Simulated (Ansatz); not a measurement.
# NiO2: the cost of one run

Method: DFT LDA+U (U = 4 eV, J = 0.5 eV on Ni d), plane waves, PAW, in Ansatz 0.2.0.

### Step 1. The system as given

Symmetry: P-3m1, No. 164, trigonal system. The conventional cell has a = 2.680 Å, b = 2.680 Å, c = 4.324 Å, α = 90.00°, β = 90.00°, γ = 120.00°. Around Ni (site symmetry -3m) lie 6 O at 1.89 Å. Around O (site symmetry 3m) lie 3 Ni at 1.89 Å.

As a file:

```
Ni O
1.0
     2.68009    0.00000    0.00000
    -1.34004    2.32102    0.00000
     0.00000    0.00000    8.64708
Ni O
2 4
Direct
  0.00000 0.00000 0.00000
  0.00000 0.00000 0.50000
  0.33333 0.66667 0.12600
  0.66667 0.33333 0.37400
  0.33333 0.66667 0.62600
  0.66667 0.33333 0.87400
```

An earlier series on this cell reached its lowest free state from «ferromagnetic start, free, natural orbitals of the symmetric run filled by rank», perhaps among other starts (it ended without moments).

### Step 2. Total moment locked, 6.00 μB per cell

input.yaml

```yaml
crystal:
  lattice:
    - [2.68008797, 0.0, 0.0]
    - [-1.34004398, 2.32102426, 0.0]
    - [0.0, 0.0, 8.64707626]
  atoms:
    - { symbol: Ni, position: [0.0, 0.0, 0.0], spin: 3.0 }
    - { symbol: O, position: [0.3333333333, 0.6666666667, 0.126] }
    - { symbol: O, position: [0.6666666667, 0.3333333333, 0.374] }
    - { symbol: Ni, position: [0.0, 0.0, 0.5], spin: 3.0 }
    - { symbol: O, position: [0.3333333333, 0.6666666667, 0.626] }
    - { symbol: O, position: [0.6666666667, 0.3333333333, 0.874] }
basis:
  ecutwfc: 420
  ecutrho_ratio: 4
kpoints:
  mp_grid: { grid: [8, 8, 3] }
hamiltonian:
  xc: lda
  hubbard:
    sites:
      - { site: 0, l: d, u: 4.0, j: 0.5, starting_ns: [{ spin: up, occupation_matrix: s0up }, { spin: down, occupation_matrix: s0down }] }
      - { site: 3, l: d, u: 4.0, j: 0.5, starting_ns: [{ spin: up, occupation_matrix: s3up }, { spin: down, occupation_matrix: s3down }] }
    occupation_matrices:
      s0up:
        matrix:
          - [0.97, 0.0, 0.0, 0.0, 0.0]
          - [0.0, 0.97, 0.0, 0.0, 0.0]
          - [0.0, 0.0, 0.97, 0.0, 0.0]
          - [0.0, 0.0, 0.0, 0.97, 0.0]
          - [0.0, 0.0, 0.0, 0.0, 0.97]
      s0down:
        matrix:
          - [0.02, 0.0, 0.0, 0.0, 0.0]
          - [0.0, 0.31816, 0.0, 0.0, -0.44086]
          - [0.0, 0.0, 0.02, 0.0, 0.0]
          - [0.0, 0.0, 0.0, 0.02, 0.0]
          - [0.0, -0.44086, 0.0, 0.0, 0.67184]
      s3up:
        matrix:
          - [0.97, 0.0, 0.0, 0.0, 0.0]
          - [0.0, 0.97, 0.0, 0.0, 0.0]
          - [0.0, 0.0, 0.97, 0.0, 0.0]
          - [0.0, 0.0, 0.0, 0.97, 0.0]
          - [0.0, 0.0, 0.0, 0.0, 0.97]
      s3down:
        matrix:
          - [0.02, 0.0, 0.0, 0.0, 0.0]
          - [0.0, 0.31816, 0.0, 0.0, -0.44086]
          - [0.0, 0.0, 0.02, 0.0, 0.0]
          - [0.0, 0.0, 0.0, 0.02, 0.0]
          - [0.0, -0.44086, 0.0, 0.0, 0.67184]
    ns_hold: { iters: 8 }
scf:
  occupations: { method: gaussian, width: 0.05 }
  lower_state_search: "off"
  max_iter: 150
output:
  forces: true
  stress: true
  eigenvalues: true
  populations: true
  hubbard: { sites: [{ site: 0, l: d }, { site: 3, l: d }] }
magnetization:
  spin_polarized: true
  initial_magnetization: 6.0
  spin_locking: { lock_magnetization: hard }
```

The typed matrices put 0.97 on the chosen orbitals and 0.02 on the others, and are held for 8 cycles. The lock stays on to the end, so the result is a constrained state.

The run is started by

```bash
> ansatz run input.yaml --threads 4 --pin off --max-ram 6144MiB --backend cpu --events-out ev --progress --plain --runs-dir out
```

Q: Estimate wall time and peak memory on 4 threads of Arm Neoverse N1, shared host.

About 19 s, with a peak of 0.54 GiB.
